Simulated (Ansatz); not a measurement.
# As: the cost of one run

Method: DFT r2SCAN, scalar-relativistic, plane waves, PAW, in Ansatz 0.2.0.

The COD cell was measured well above room temperature, so it is larger than a cold one.

## 1. The structure to begin with

Symmetry: Im-3m, No. 229, cubic system. Conventional cell: a = 3.517 Å, b = 3.517 Å, c = 3.517 Å, α = 90.00°, β = 90.00°, γ = 90.00°. As (site symmetry m-3m) is surrounded by 8 As at 3.05 Å.

Structure file:

```cif
data_structure
_symmetry_space_group_name_H-M 'Im-3m'
_symmetry_Int_Tables_number 229
_cell_length_a 3.5165
_cell_length_b 3.5165
_cell_length_c 3.5165
_cell_angle_alpha 90.000
_cell_angle_beta 90.000
_cell_angle_gamma 90.000
_cell_volume 43.48
loop_
_atom_site_label
_atom_site_type_symbol
_atom_site_symmetry_multiplicity
_atom_site_Wyckoff_symbol
_atom_site_fract_x
_atom_site_fract_y
_atom_site_fract_z
_atom_site_occupancy
As1 As 2 a 0.00000 0.00000 0.00000 1
```

This is candidate A: bcc type (Im-3m, No. 229).

(A quick probe on a coarse mesh, which set the mesh and smearing, is not shown.)

## 3. A loose first relaxation (candidate A)

input.yaml

```yaml
crystal:
  lattice:
    - [-1.7582508014, 1.7582508014, 1.7582508014]
    - [1.7582508014, -1.7582508014, 1.7582508014]
    - [1.7582508014, 1.7582508014, -1.7582508014]
  atoms:
    - { symbol: As, position: [0.0, 0.0, 0.0] }
basis:
  ecutwfc: 500
kpoints:
  mp_grid: { grid: [8, 8, 8] }
hamiltonian:
  xc: r2scan
scf:
  occupations: { method: gaussian, width: 0.1 }
  lower_state_search: "off"
output:
  forces: true
  stress: true
  eigenvalues: true
relax:
  adjacent_minimum: "off"
  f_tol: 0.04
  max_steps: 70
  cell: { stress_tol: 0.4 }
```

**Question.** How long does this run take on 1 thread of an Arm CPU, shared host, and how much memory does it need?

About 4.5 s, with a peak of 0.33 GiB.
